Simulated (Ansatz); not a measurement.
# ScPt: one contact scaled

The task here is to estimate one member of a computed series from the others.

Program: Ansatz 0.2.0. Level of theory: DFT r²SCAN, with the methods named in each step. These are calculated values, not measurements.

### Starting point

The structure is cubic, space group Pm-3m (No. 221). Conventional cell: a = 3.270 Å, b = 3.270 Å, c = 3.270 Å, α = 90.00°, β = 90.00°, γ = 90.00°. Sc (site symmetry m-3m) is surrounded by 8 Pt at 2.83 Å. Around Pt (site symmetry m-3m) lie 8 Sc at 2.83 Å.

Coordinates:

```
CELL_PARAMETERS angstrom
3.27000 0.00000 0.00000
0.00000 3.27000 0.00000
0.00000 0.00000 3.27000
ATOMIC_POSITIONS crystal
Sc 0.50000 0.50000 0.50000
Pt 0.00000 0.00000 0.00000
```

Atoms are numbered in the order of the input: Sc1, Pt2.

The first run:

Input file input.yaml:

```yaml
crystal:
  lattice:
    - [3.27, 0.0, 0.0]
    - [0.0, 3.27, 0.0]
    - [0.0, 0.0, 3.27]
  atoms:
    - { symbol: Sc, position: [0.5, 0.5, 0.5] }
    - { symbol: Pt, position: [0.0, 0.0, 0.0] }
kpoints:
  mp_grid: { grid: [9, 9, 9] }
scf:
  occupations: { method: fermi_dirac, width: 0.05 }
hamiltonian:
  xc: r2scan
  pseudopotentials: { kind: paw }
output:
  forces: true
  stress: true
  eigenvalues: true
  efg: { contact_densities: true }
  populations: true
```

Command:

```bash
$ ansatz run input.yaml --threads 1 --pin off --max-ram 2048MiB --backend cpu --events-out ev --progress --plain --runs-dir out
```

Steps of the session up to this table: Shortest bond scaled by 1, PAW; Shortest bond scaled by 0.88, PAW; Shortest bond scaled by 0.82, PAW; Shortest bond scaled by 0.7, PAW; Shortest bond scaled by 0.64, PAW; Shortest bond scaled by 0.64, PAW (source ansatz).

One table of the session follows, with a row left open; its other results are not shown here.

```
             method  length (Å)  F from the given length (eV/cell)  force along the bond (eV/Å)  pressure (GPa)  largest force (eV/Å)
                PAW       1.812                              5.397                       19.935           70.40                19.935
                PAW       1.982                              2.859                       10.976           43.86                10.976
                PAW       2.322                              0.654                        3.311           14.85                 3.311
                PAW       2.492                                  ?                            ?               ?                     ?
                PAW       2.832                              0.000                        0.000            2.13                 0.000
PAW (source ansatz)       1.812                                  –                       19.989           70.63                19.989
```

Q: Estimate the row for PAW, 2.492 from the others.

As computed: F from the given length (eV/cell): 0.246; force along the bond (eV/Å): 1.646; pressure (GPa): 7.43; largest force (eV/Å): 1.646.

To keep in mind: Warnings in the runs' records: gradients without spin orbit.
